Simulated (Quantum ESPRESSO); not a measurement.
Crystal: GaSb3.

```
Sb Ga
1.0
     0.00000    3.73060    3.73060
     3.73060    0.00000    3.73060
     3.73060    3.73060    0.00000
Sb Ga
3 1
Cartesian
  3.7306 3.7306 3.7306
  5.5959 5.5959 5.5959
  1.8653 1.8653 1.8653
  0.0000 0.0000 0.0000
```

The cell comes from a database or a generator and needn't be the stable form of this composition.

Base run:

- Program: Quantum ESPRESSO 7.5
- Functional: LDA
- Potentials or basis: GBRV 1.5 LDA
- Cutoff: 762 eV
- Density cutoff: 6095 eV
- k mesh: 6 × 6 × 6
- Occupations: fermi-dirac, width 0.05 eV
- Spin: no spin polarisation

Its results: band gap on the k mesh none (metal or under the smearing width); pressure -4.4 GPa.

Task: The run is repeated on the same cell with these changes: functional from LDA to PBEsol; potentials or basis from GBRV 1.5 LDA to GBRV 1.5 PBEsol. What comes out?

Result: Band gap on the k mesh none (metal or under the smearing width); pressure -3.3 GPa.

Caveats: spin-orbit coupling is left out, which moves the levels of the heavy elements.
